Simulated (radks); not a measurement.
# Ti⁴⁺ in [Ne] 3s1.75 3p6 4s0.25: an all-electron calculation

The task here is to estimate one member of a computed series from the others.

Program: radks (a radial shooting solver on a logarithmic mesh, Libxc functionals) version 1. Level of theory: non-relativistic Kohn-Sham, revPBE, spin-polarised, spherical densities, point nucleus; open shells are filled with parallel spins first. These are calculated values, not measurements, unless marked.

### Starting point

| Item | Value |
| --- | --- |
| element | titanium (Z = 22) |
| charge | +4 |
| electrons | 18 |
| configuration | [Ne] 3s1.75 3p6 4s0.25 |

Set-up of the first run:

Input:

```text
Z 22
configuration [Ne] 3s1.75 3p6 4s0.25
relativity non-relativistic
functional pbe_r,pbe
spin polarised
nucleus point
```

The run is started by

```sh
$ python run_ks.py task.json out
```

All runs below come from this command, one after another.

One of the session's tables, all rows but one given; the rest of the session is left out.

It belongs to the step «Radial structure». Radial moments (bohr):

```
  level      <r>  outermost maximum (interpolated)  90 % within  nodes
  1s up  0.07016                            0.0461        0.125      0
1s down  0.07016                            0.0461        0.125      0
  2s up   0.3273                             0.271        0.508      1
2s down   0.3273                             0.271        0.508      1
  2p up        ?                                 ?            ?      ?
2p down   0.2907                             0.221        0.477      0
  3s up   0.9761                             0.861         1.45      2
3s down   0.9765                             0.862         1.45      2
  3p up    1.021                             0.881         1.55      1
3p down    1.022                             0.881         1.55      1
  4s up    2.405                              2.22         3.45      3
4s down    2.379                              2.22         3.39      3
```

**Question.** Estimate the row for 2p up.

**Answer.** <r>: 0.2907; outermost maximum (interpolated): 0.221; 90 % within: 0.478; nodes: 0.
